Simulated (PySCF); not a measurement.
# C2H10BOP: the cost of one run

Programs: PySCF 2.14.0, with density-fitted response routines of our own. Each step states its level of theory. These are calculated values for one molecule in the gas phase, unless marked as measured. Atoms count from 0, in the outputs and in this text.

## Step 1: Starting geometry

15 atoms, charge 0, multiplicity 1; geometry from: PBE0-D3(BJ)/def2-SVP.

Bonds of the start (Å): C0–O1 1.42, O1–C2 1.43, O1–B3 1.65, B3–P4 1.97, C0–H5 1.10, C0–H6 1.09, C0–H7 1.10, C2–H8 1.10, C2–H9 1.10, C2–H10 1.10, B3–H11 1.22, B3–H12 1.22, P4–H13 1.43, P4–H14 1.42.

## Step 2: X-ray photoelectron lines: SCAN, X2C

The job: settings as JSON, then the geometry in Å.

```
{"job": {"kind": "xps"}, "charge": 0, "multiplicity": 1}
C     -1.624458    -0.789856    -0.196706
O     -0.501390     0.044021    -0.455416
C     -0.795966     1.434947    -0.347002
B      0.882870    -0.450961     0.295989
P      2.348891     0.499613    -0.606557
H     -1.933092    -0.696217     0.857077
H     -1.313199    -1.819325    -0.400441
H     -2.445898    -0.494837    -0.865206
H     -1.089905     1.677419     0.686783
H     -1.604588     1.680124    -1.049925
H      0.120634     1.972926    -0.618206
H      0.734679    -0.081660     1.452834
H      0.844712    -1.655376     0.137624
H      2.962385    -0.578401    -1.310182
H      3.268344     0.476243     0.481171
```

Method: delta-SCF UKS SCAN, pcX-2 on the ionised atom, pcseg-1 elsewhere, spin-free X2C.

The run is started by

```sh
$ OMP_NUM_THREADS=1 python probes_run.py task.json out
```

This one command runs all jobs of the session in turn.

Q: Estimate the wall time and peak memory of this first job on 1 thread of Arm Neoverse V1, shared host.

About 33 s, with a peak of 0.7 GiB.
